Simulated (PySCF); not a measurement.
# C₅H₁₁GaO: electronic excitations

Aim: predict the electronic excitations of C₅H₁₁GaO (`C=[C]([GaH2])OCCC`).

The runs use PySCF 2.14.0, with density-fitted response routines of our own; the level of theory stands in each step. All values are computed, except where a source is named. Atoms are numbered from 0 throughout.

## Step 1: The molecule as given

18 atoms, charge 0, multiplicity 1; geometry from: GFN2-xTB.

Bonds of the start (Å): C0–C1 1.32, C1–Ga2 1.98, C1–O3 1.43, O3–C4 1.42, C4–C5 1.52, C5–C6 1.52, C0–H7 1.08, C0–H8 1.08, Ga2–H9 1.56, Ga2–H10 1.56, C4–H11 1.10, C4–H12 1.10, C5–H13 1.09, C5–H14 1.09, C6–H15 1.09, C6–H16 1.09, C6–H17 1.09.

## Step 2: Ultraviolet spectrum: wB97X-D/def2-SVPD

The job: settings as JSON, then the geometry in Å.

```
{"job": {"kind": "uv", "xc": "wB97X-D", "basis": "def2-SVPD", "nstates": 8, "ntriplets": 3}, "charge": 0, "multiplicity": 1}
C     -1.862447     0.619313    -2.008282
C     -2.014137     0.241729    -0.750437
Ga    -2.848864    -0.322253     0.952063
O     -0.934920    -0.031426     0.140826
C      0.413752     0.103917    -0.291165
C      1.326145    -0.246628     0.877217
C      2.796107    -0.149154     0.491032
H     -2.734994     0.801680    -2.612028
H     -0.907517     0.762573    -2.494448
H     -3.014108     0.703490     2.112674
H     -3.100079    -1.837258     1.223381
H      0.595625    -0.572933    -1.135538
H      0.586874     1.137452    -0.616678
H      1.090449    -1.261340     1.208153
H      1.107120     0.433115     1.704412
H      3.028764    -0.847742    -0.309589
H      3.037452     0.855828     0.152255
H      3.426019    -0.384046     1.344495
```

Level: TDDFT wB97X-D/def2-SVPD, vertical, gas phase, core orbitals frozen in the response.

Launch:

```console
OMP_NUM_THREADS=1 python probes_run.py task.json out
```

This one command runs all jobs of the session in turn.

What will the session give for the following? lowest singlet (wB97X-D/def2-SVPD); brightest single state of those computed; lowest triplet; surface potential, 1st and 99th percentile. Wanted: lowest singlet; brightest single state of those computed; lowest triplet; surface potential, 1st and 99th percentile.

**Answer**, as computed:

| quantity | value |
| --- | --- |
| lowest singlet (wB97X-D/def2-SVPD) | 5.92 eV (210 nm), f = 0.003 |
| brightest single state of those computed | state 6, 7.16 eV, f = 0.294 |
| lowest triplet | 4.59 eV |
| surface potential, 1st and 99th percentile | -0.83 V and 1.61 V |

**Reading.** The first singlet state (HOMO→LUMO 0.92) lies at 5.92 eV and is weak; of the 8 states computed, the strongest absorption comes from state 6 at 7.16 eV (the last state computed is bright too, and its partners may lie past the list). The lowest triplet lies 1.33 eV below the lowest singlet (triplets in Tamm-Dancoff, singlets in full TDDFT).
